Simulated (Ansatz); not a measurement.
# CH3FGeS (SMILES C[S][Ge][F]): a rigid scan of the angle H5–C1–H7

Aim: the energy along the angle H5–C1–H7, from CCSD(T) and from cheaper methods, relative to the minimum. No other atom is relaxed.

The runs use Ansatz 0.2.0, Gaussian basis; single points in def2-TZVPP.

Levels: PBE-D4, r2SCAN-D4, PBE0-D4, B3LYP-D4, wB97M-V, Hartree-Fock, MP2, CCSD, CCSD(T). The scan takes 92.0, 96.5, 101.0, 105.5, 110.0, 114.5, 119.0, 123.5, 128.0°.

Cores are frozen in the correlated methods. Filled d shells of the heavier atoms are correlated. B3LYP uses VWN-RPA correlation.

29 further runs of the same task are left out: 29 set aside as unsound or not needed.

## 1. Where the work starts

The minimum, relaxed at PBE0-D4: SMILES `C[S][Ge][F]`, 7 atoms, charge 0, spin multiplicity 1.

Atoms are counted from 1 here; the program's logs count them from 0.

Bond lengths: C1–S2 1.812 Å, C1–H5 1.089 Å, C1–H6 1.089 Å, C1–H7 1.088 Å, S2–Ge3 2.225 Å, Ge3–F4 1.769 Å. Angles: S2–C1–H5 108.4°, S2–C1–H6 108.4°, S2–C1–H7 110.6°, H5–C1–H6 109.4°, H5–C1–H7 110.0°, H6–C1–H7 110.0°, C1–S2–Ge3 106.6°, S2–Ge3–F4 98.8°.

As a file:

| atom | x (Å) | y (Å) | z (Å) |
| --- | --- | --- | --- |
| C1 | -0.60547 | 0.43918 | 0.50552 |
| S2 | -0.88715 | -0.72977 | -0.85042 |
| Ge3 | 1.12007 | -1.36915 | -1.56601 |
| F4 | 2.11834 | -0.41978 | -0.45602 |
| H5 | -1.06839 | 1.38932 | 0.24215 |
| H6 | -1.07669 | 0.04357 | 1.40434 |
| H7 | 0.46037 | 0.57873 | 0.67484 |

Energies of the minimum (eV), from earlier single points: PBE-D4 -71143.22566, r2SCAN-D4 -71157.45195, PBE0-D4 -71145.47618, B3LYP-D4 -71162.33496, wB97M-V -71155.25239, CCSD(T) -71102.68556.

At the minimum the angle H5–C1–H7 is 110.0°.

## 2. H5–C1–H7 = 92.0°

Contents of ccsdt-tzvpp/in.yaml:

```yaml
crystal:
  periodic: [false, false, false]
  atoms:
    - {symbol: C, position_ang: [-0.605466, 0.439179, 0.505523]}
    - {symbol: S, position_ang: [-0.887148, -0.729773, -0.850423]}
    - {symbol: Ge, position_ang: [1.120073, -1.369148, -1.566014]}
    - {symbol: F, position_ang: [2.118343, -0.419777, -0.456017]}
    - {symbol: H, position_ang: [-0.746954, 1.495619, 0.281156]}
    - {symbol: H, position_ang: [-1.076688, 0.043570, 1.404337]}
    - {symbol: H, position_ang: [0.460375, 0.578730, 0.674840]}
basis:
  gaussian: {orbitals: def2-TZVPP}
correlation: {method: ccsd_t}
```

The command line of these runs was not kept.

Standard output:

```text
Functional definition: HF
  name "HF"
  cite "Fock, Z. Phys. 61, 126 (1930) doi:10.1007/BF01340294"
  parent pbe
  exchange = exact_x
  correlation = 0
1192 factors; integrals over basis functions are off by at most 1.2e-3 eV
mean field evaluation 1: about -71075.1953 eV, gradient 3.5e1 eV
mean field evaluation 2: about -71075.3706 eV, gradient 3.5e1 eV
mean field evaluation 4: about -71078.0766 eV, gradient 3.3e0 eV
mean field evaluation 8: about -71078.1365 eV, gradient 3.7e-1 eV
mean field evaluation 16: about -71078.1374 eV, gradient 1.6e-6 eV
mean field -71078.13736024 eV, -2612.0733694969 hartree, gradient 1.6e-6 eV, S^2 0.000000; 0 other end points of the search recorded, 0 dependent functions left out
16 core orbitals not correlated: weight in the atoms' cores, before any rotation towards them, 1.000 or more for the frozen orbitals, at most 0.000 for the correlated occupied ones
reference -71078.13736024 eV, -2612.0733694969 hartree; 17, 17 occupied and 161, 161 virtual orbitals, 1192 factors
second order -22.65124991 eV of doubles, -0.00000000 eV of singles
cycle   1  -22.59418529 eV  change    5.7e-2 eV  update   1.2e-1
cycle   2  -23.19932835 eV  change   -6.1e-1 eV  update   4.0e-2
cycle   3  -23.34541880 eV  change   -1.5e-1 eV  update   2.3e-2
cycle   4  -23.33190387 eV  change    1.4e-2 eV  update   6.5e-3
cycle   5  -23.32506440 eV  change    6.8e-3 eV  update   3.1e-3
cycle   6  -23.32640156 eV  change   -1.3e-3 eV  update   1.3e-3
cycle   7  -23.32597773 eV  change    4.2e-4 eV  update   5.1e-4
cycle   8  -23.32583071 eV  change    1.5e-4 eV  update   2.2e-4
cycle   9  -23.32594013 eV  change   -1.1e-4 eV  update   8.7e-5
cycle  10  -23.32593663 eV  change    3.5e-6 eV  update   3.3e-5
perturbative correction -0.96503358 eV, -0.0354643299 hartree
Total energy: -71102.42833045 eV, -2612.9660461870 hartree
```

Run time: 1.7 min. Hardware: 4 threads, shared host; peak memory 2.2 GiB.

The other levels were run on the same coordinates; their logs were not kept, and their results stand in the tables.

## 3. H5–C1–H7 = 96.5°

ccsdt-tzvpp/in.yaml, as its differences from that of step 2:

```diff
@@ -7,3 +7,3 @@
     - {symbol: F, position_ang: [2.118343, -0.419777, -0.456017]}
-    - {symbol: H, position_ang: [-0.746954, 1.495619, 0.281156]}
+    - {symbol: H, position_ang: [-0.829886, 1.478502, 0.269157]}
     - {symbol: H, position_ang: [-1.076688, 0.043570, 1.404337]}
```

Standard output, shortened:

```text
[... 4 set-up lines as earlier in the session ...]
[...]
1192 factors; integrals over basis functions are off by at most 1.2e-3 eV
[...]
mean field -71078.26542103 eV, -2612.0780756442 hartree, gradient 1.5e-6 eV, S^2 0.000000; 0 other end points of the search recorded, 0 dependent functions left out
16 core orbitals not correlated: weight in the atoms' cores, before any rotation towards them, 1.000 or more for the frozen orbitals, at most 0.000 for the correlated occupied ones
reference -71078.26542103 eV, -2612.0780756442 hartree; 17, 17 occupied and 161, 161 virtual orbitals, 1192 factors
second order -22.63605128 eV of doubles, -0.00000000 eV of singles
cycle   1  -22.58114541 eV  change    5.5e-2 eV  update   1.2e-1
[...]
cycle  10  -23.31216328 eV  change    4.0e-6 eV  update   3.3e-5
perturbative correction -0.96343505 eV, -0.0354055850 hartree
Total energy: -71102.54101936 eV, -2612.9701874282 hartree
```

Wall time 98 s (4 threads, shared host); peak memory 2.2 GiB.

## 4. H5–C1–H7 = 101.0°

ccsdt-tzvpp/in.yaml, as its differences from that of step 3:

```diff
@@ -7,3 +7,3 @@
     - {symbol: F, position_ang: [2.118343, -0.419777, -0.456017]}
-    - {symbol: H, position_ang: [-0.829886, 1.478502, 0.269157]}
+    - {symbol: H, position_ang: [-0.911435, 1.454976, 0.258615]}
     - {symbol: H, position_ang: [-1.076688, 0.043570, 1.404337]}
```

Standard output, shortened:

```text
[... 4 set-up lines as earlier in the session ...]
[...]
1192 factors; integrals over basis functions are off by at most 1.2e-3 eV
[...]
mean field -71078.35680529 eV, -2612.0814339536 hartree, gradient 1.5e-6 eV, S^2 0.000000; 0 other end points of the search recorded, 0 dependent functions left out
16 core orbitals not correlated: weight in the atoms' cores, before any rotation towards them, 1.000 or more for the frozen orbitals, at most 0.000 for the correlated occupied ones
reference -71078.35680529 eV, -2612.0814339536 hartree; 17, 17 occupied and 161, 161 virtual orbitals, 1192 factors
second order -22.62544462 eV of doubles, -0.00000000 eV of singles
cycle   1  -22.57184475 eV  change    5.4e-2 eV  update   1.2e-1
[...]
cycle  10  -23.30228779 eV  change    4.0e-6 eV  update   3.3e-5
perturbative correction -0.96239024 eV, -0.0353671888 hartree
Total energy: -71102.62148332 eV, -2612.9731444240 hartree
```

Wall time 90 s (4 threads, shared host); peak memory 2.2 GiB.

## 5. H5–C1–H7 = 105.5°

ccsdt-tzvpp/in.yaml, as its differences from that of step 4:

```diff
@@ -7,3 +7,3 @@
     - {symbol: F, position_ang: [2.118343, -0.419777, -0.456017]}
-    - {symbol: H, position_ang: [-0.911435, 1.454976, 0.258615]}
+    - {symbol: H, position_ang: [-0.991097, 1.425189, 0.249596]}
     - {symbol: H, position_ang: [-1.076688, 0.043570, 1.404337]}
```

Standard output, shortened:

```text
[... 4 set-up lines as earlier in the session ...]
[...]
1192 factors; integrals over basis functions are off by at most 1.2e-3 eV
[...]
mean field -71078.41130842 eV, -2612.0834369067 hartree, gradient 1.5e-6 eV, S^2 0.000000; 0 other end points of the search recorded, 0 dependent functions left out
16 core orbitals not correlated: weight in the atoms' cores, before any rotation towards them, 1.000 or more for the frozen orbitals, at most 0.000 for the correlated occupied ones
reference -71078.41130842 eV, -2612.0834369067 hartree; 17, 17 occupied and 161, 161 virtual orbitals, 1192 factors
second order -22.61953604 eV of doubles, -0.00000000 eV of singles
cycle   1  -22.56640991 eV  change    5.3e-2 eV  update   1.2e-1
[...]
cycle  10  -23.29647826 eV  change    4.5e-6 eV  update   3.3e-5
perturbative correction -0.96190904 eV, -0.0353495052 hartree
Total energy: -71102.66969572 eV, -2612.9749161972 hartree
```

It took 97 s on 4 threads, shared host; peak memory 2.2 GiB.

## 6. H5–C1–H7 = 110.0°

ccsdt-tzvpp/in.yaml, as its differences from that of step 5:

```diff
@@ -7,3 +7,3 @@
     - {symbol: F, position_ang: [2.118343, -0.419777, -0.456017]}
-    - {symbol: H, position_ang: [-0.991097, 1.425189, 0.249596]}
+    - {symbol: H, position_ang: [-1.068381, 1.389322, 0.242154]}
     - {symbol: H, position_ang: [-1.076688, 0.043570, 1.404337]}
```

Standard output, shortened:

```text
[... 4 set-up lines as earlier in the session ...]
[...]
1192 factors; integrals over basis functions are off by at most 1.1e-3 eV
[...]
mean field -71078.42881257 eV, -2612.0840801725 hartree, gradient 1.5e-6 eV, S^2 0.000000; 0 other end points of the search recorded, 0 dependent functions left out
16 core orbitals not correlated: weight in the atoms' cores, before any rotation towards them, 1.000 or more for the frozen orbitals, at most 0.000 for the correlated occupied ones
reference -71078.42881257 eV, -2612.0840801725 hartree; 17, 17 occupied and 161, 161 virtual orbitals, 1192 factors
second order -22.61830310 eV of doubles, -0.00000000 eV of singles
cycle   1  -22.56483462 eV  change    5.3e-2 eV  update   1.2e-1
[...]
cycle  10  -23.29476178 eV  change    4.7e-6 eV  update   3.3e-5
perturbative correction -0.96198899 eV, -0.0353524432 hartree
Total energy: -71102.68556333 eV, -2612.9754993212 hartree
```

Run time: 97 s. Hardware: 4 threads, shared host; peak memory 2.2 GiB.

## 7. H5–C1–H7 = 114.5°

ccsdt-tzvpp/in.yaml, as its differences from that of step 6:

```diff
@@ -7,3 +7,3 @@
     - {symbol: F, position_ang: [2.118343, -0.419777, -0.456017]}
-    - {symbol: H, position_ang: [-1.068381, 1.389322, 0.242154]}
+    - {symbol: H, position_ang: [-1.142812, 1.347597, 0.236337]}
     - {symbol: H, position_ang: [-1.076688, 0.043570, 1.404337]}
```

Standard output, shortened:

```text
[... 4 set-up lines as earlier in the session ...]
[...]
1192 factors; integrals over basis functions are off by at most 1.1e-3 eV
[...]
mean field -71078.40924094 eV, -2612.0833609284 hartree, gradient 1.5e-6 eV, S^2 0.000000; 0 other end points of the search recorded, 0 dependent functions left out
16 core orbitals not correlated: weight in the atoms' cores, before any rotation towards them, 1.000 or more for the frozen orbitals, at most 0.000 for the correlated occupied ones
reference -71078.40924094 eV, -2612.0833609284 hartree; 17, 17 occupied and 161, 161 virtual orbitals, 1192 factors
second order -22.62168908 eV of doubles, -0.00000000 eV of singles
cycle   1  -22.56707486 eV  change    5.5e-2 eV  update   1.2e-1
[...]
cycle  10  -23.29712077 eV  change    4.7e-6 eV  update   3.3e-5
perturbative correction -0.96262510 eV, -0.0353758201 hartree
Total energy: -71102.66898682 eV, -2612.9748901456 hartree
```

Wall time 99 s (4 threads, shared host); peak memory 2.2 GiB.

## 8. H5–C1–H7 = 119.0°

ccsdt-tzvpp/in.yaml, as its differences from that of step 7:

```diff
@@ -7,3 +7,3 @@
     - {symbol: F, position_ang: [2.118343, -0.419777, -0.456017]}
-    - {symbol: H, position_ang: [-1.142812, 1.347597, 0.236337]}
+    - {symbol: H, position_ang: [-1.213929, 1.300271, 0.232178]}
     - {symbol: H, position_ang: [-1.076688, 0.043570, 1.404337]}
```

Standard output, shortened:

```text
[... 4 set-up lines as earlier in the session ...]
[...]
1192 factors; integrals over basis functions are off by at most 1.0e-3 eV
[...]
mean field -71078.35254161 eV, -2612.0812772664 hartree, gradient 1.5e-6 eV, S^2 0.000000; 0 other end points of the search recorded, 0 dependent functions left out
16 core orbitals not correlated: weight in the atoms' cores, before any rotation towards them, 1.000 or more for the frozen orbitals, at most 0.000 for the correlated occupied ones
reference -71078.35254161 eV, -2612.0812772664 hartree; 17, 17 occupied and 161, 161 virtual orbitals, 1192 factors
second order -22.62966260 eV of doubles, -0.00000000 eV of singles
cycle   1  -22.57309670 eV  change    5.7e-2 eV  update   1.2e-1
[...]
cycle  10  -23.30354457 eV  change    4.7e-6 eV  update   3.3e-5
perturbative correction -0.96381645 eV, -0.0354196014 hartree
Total energy: -71102.61990264 eV, -2612.9730863352 hartree
```

It took 96 s on 4 threads, shared host; peak memory 2.2 GiB.

## 9. H5–C1–H7 = 123.5°

ccsdt-tzvpp/in.yaml, as its differences from that of step 8:

```diff
@@ -7,3 +7,3 @@
     - {symbol: F, position_ang: [2.118343, -0.419777, -0.456017]}
-    - {symbol: H, position_ang: [-1.213929, 1.300271, 0.232178]}
+    - {symbol: H, position_ang: [-1.281295, 1.247637, 0.229706]}
     - {symbol: H, position_ang: [-1.076688, 0.043570, 1.404337]}
```

Standard output, shortened:

```text
[... 4 set-up lines as earlier in the session ...]
[...]
1192 factors; integrals over basis functions are off by at most 1.1e-3 eV
[...]
mean field -71078.25868095 eV, -2612.0778279510 hartree, gradient 1.6e-6 eV, S^2 0.000000; 0 other end points of the search recorded, 0 dependent functions left out
16 core orbitals not correlated: weight in the atoms' cores, before any rotation towards them, 1.000 or more for the frozen orbitals, at most 0.000 for the correlated occupied ones
reference -71078.25868095 eV, -2612.0778279510 hartree; 17, 17 occupied and 161, 161 virtual orbitals, 1192 factors
second order -22.64222730 eV of doubles, -0.00000000 eV of singles
cycle   1  -22.58288478 eV  change    5.9e-2 eV  update   1.2e-1
[...]
cycle  10  -23.31403623 eV  change    4.5e-6 eV  update   3.3e-5
perturbative correction -0.96556816 eV, -0.0354839755 hartree
Total energy: -71102.53828534 eV, -2612.9700869549 hartree
```

Wall time 95 s (4 threads, shared host); peak memory 2.2 GiB.

## 10. H5–C1–H7 = 128.0°

ccsdt-tzvpp/in.yaml, as its differences from that of step 9:

```diff
@@ -7,3 +7,3 @@
     - {symbol: F, position_ang: [2.118343, -0.419777, -0.456017]}
-    - {symbol: H, position_ang: [-1.281295, 1.247637, 0.229706]}
+    - {symbol: H, position_ang: [-1.344495, 1.190018, 0.228933]}
     - {symbol: H, position_ang: [-1.076688, 0.043570, 1.404337]}
```

Standard output, shortened:

```text
[... 4 set-up lines as earlier in the session ...]
[...]
1192 factors; integrals over basis functions are off by at most 1.1e-3 eV
[...]
mean field -71078.12764992 eV, -2612.0730126492 hartree, gradient 1.8e-6 eV, S^2 0.000000; 0 other end points of the search recorded, 0 dependent functions left out
16 core orbitals not correlated: weight in the atoms' cores, before any rotation towards them, 1.000 or more for the frozen orbitals, at most 0.000 for the correlated occupied ones
reference -71078.12764992 eV, -2612.0730126492 hartree; 17, 17 occupied and 161, 161 virtual orbitals, 1192 factors
second order -22.65940850 eV of doubles, -0.00000000 eV of singles
cycle   1  -22.59642327 eV  change    6.3e-2 eV  update   1.2e-1
[...]
cycle  10  -23.32859597 eV  change    4.0e-6 eV  update   3.4e-5
perturbative correction -0.96789076 eV, -0.0355693293 hartree
Total energy: -71102.42413664 eV, -2612.9658920676 hartree
```

It took 97 s on 4 threads, shared host; peak memory 2.2 GiB.

## 11. The curves

Energies less that of the minimum at the same level (eV):

| angle (°) | PBE-D4 | r2SCAN-D4 | PBE0-D4 | B3LYP-D4 | wB97M-V | Hartree-Fock | MP2 | CCSD | CCSD(T) |
| --- | --- | --- | --- | --- | --- | --- | --- | --- | --- |
| 92.0 | 0.241 | 0.254 | 0.253 | 0.253 | 0.249 | 0.291 | 0.259 | 0.260 | 0.257 |
| 96.5 | 0.136 | 0.143 | 0.142 | 0.142 | 0.139 | 0.163 | 0.146 | 0.146 | 0.145 |
| 101.0 | 0.060 | 0.064 | 0.063 | 0.062 | 0.061 | 0.072 | 0.065 | 0.064 | 0.064 |
| 105.5 | 0.015 | 0.016 | 0.016 | 0.015 | 0.015 | 0.018 | 0.016 | 0.016 | 0.016 |
| 110.0 | 0.000 | 0.000 | 0.000 | 0.000 | 0.000 | 0.000 | 0.000 | 0.000 | 0.000 |
| 110.0 (minimum) | 0.000 | 0.000 | 0.000 | 0.000 | 0.000 | 0.000 | 0.000 | 0.000 | 0.000 |
| 114.5 | 0.015 | 0.016 | 0.016 | 0.017 | 0.017 | 0.020 | 0.016 | 0.017 | 0.017 |
| 119.0 | 0.061 | 0.063 | 0.064 | 0.066 | 0.066 | 0.076 | 0.065 | 0.067 | 0.066 |
| 123.5 | 0.137 | 0.142 | 0.143 | 0.147 | 0.146 | 0.170 | 0.146 | 0.151 | 0.147 |
| 128.0 | 0.242 | 0.252 | 0.254 | 0.260 | 0.258 | 0.301 | 0.260 | 0.267 | 0.261 |

Miss and cost, level by level (times from a shared host):

| method | RMS deviation from CCSD(T) (eV) | mean time a point |
| --- | --- | --- |
| PBE-D4 | 0.010 | 2.6 s |
| r2SCAN-D4 | 0.004 | 5.2 s |
| PBE0-D4 | 0.004 | 3.5 s |
| B3LYP-D4 | 0.002 | 3.5 s |
| wB97M-V | 0.004 | 9.5 s |
| Hartree-Fock | 0.021 | part of the CCSD(T) run |
| MP2 | 0.001 | part of the CCSD(T) run |
| CCSD | 0.003 | part of the CCSD(T) run |
| CCSD(T) | 0 | 97 s |

The best functional, B3LYP-D4, misses by 0.002 eV and takes 3.5 s a point, against 97 s for CCSD(T).

## 12. What came out

| quantity | value |
| --- | --- |
| highest point, CCSD(T) | 0.261 eV at 128.0° |
| lowest point, CCSD(T) | 0.000 eV at 110.0° |
| minimum along the scan, CCSD(T) | 110.0° |
| curvature there | 1.60 meV/deg² |
| RMS deviation from CCSD(T) | PBE-D4 0.010, r2SCAN-D4 0.004, PBE0-D4 0.004, B3LYP-D4 0.002, wB97M-V 0.004, Hartree-Fock 0.021, MP2 0.001, CCSD 0.003 eV |
| largest T1 diagnostic | 0.015 |

A polynomial through the near points puts the CCSD(T) minimum at the PBE0-D4 value. Curvature against CCSD(T): PBE-D4 -7 %, Hartree-Fock +14 %. Best along the scan: MP2. Worst: Hartree-Fock.
